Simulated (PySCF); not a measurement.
# C5H7FO: the cost of one run

Programs: PySCF 2.14.0, with density-fitted response routines of our own. Each step states its level of theory. These are calculated values for one molecule in the gas phase, unless marked as measured. Atoms are numbered from 0 throughout.

## (1) Starting geometry

14 atoms, charge 0, multiplicity 1; geometry from: GFN2-xTB.

Bonds of the start (Å): C0–C1 1.32, C1–C2 1.51, C2–O3 1.42, O3–C4 1.41, C4–C5 1.54, C5–F6 1.38, C5–C1 1.51, C0–H7 1.08, C0–H8 1.08, C2–H9 1.09, C2–H10 1.10, C4–H11 1.10, C4–H12 1.09, C5–H13 1.10.

## (2) TDDFT and polarisability: wB97X-D/def2-SVPD

What the job is given:

```
{"job": {"kind": "uv", "xc": "wB97X-D", "basis": "def2-SVPD", "nstates": 8, "ntriplets": 3}, "charge": 0, "multiplicity": 1}
C      2.009596     0.215995    -0.062262
C      0.696079     0.169338     0.047999
C     -0.268054     1.325563     0.089997
O     -1.518352     0.785056     0.473582
C     -1.572156    -0.533627    -0.016548
C     -0.144623    -1.084215     0.120315
F      0.151529    -1.970026    -0.891770
H      2.598288    -0.683530    -0.106531
H      2.536762     1.151688    -0.128215
H      0.005888     2.091953     0.816968
H     -0.340973     1.789406    -0.906448
H     -1.849314    -0.551082    -1.081521
H     -2.316990    -1.077555     0.563088
H      0.011644    -1.629436     1.059180
```

With the program's defaults for keys left out, this is: TDDFT wB97X-D/def2-SVPD, vertical, gas phase, core orbitals frozen in the response.

Run with:

```bash
$ OMP_NUM_THREADS=1 python probes_run.py task.json out
```

This one command runs all jobs of the session in turn.

**Question.** How long does this job take on 1 thread of Arm Neoverse N1, shared host, and how much memory does it need?

About 65 s, with a peak of 0.84 GiB.
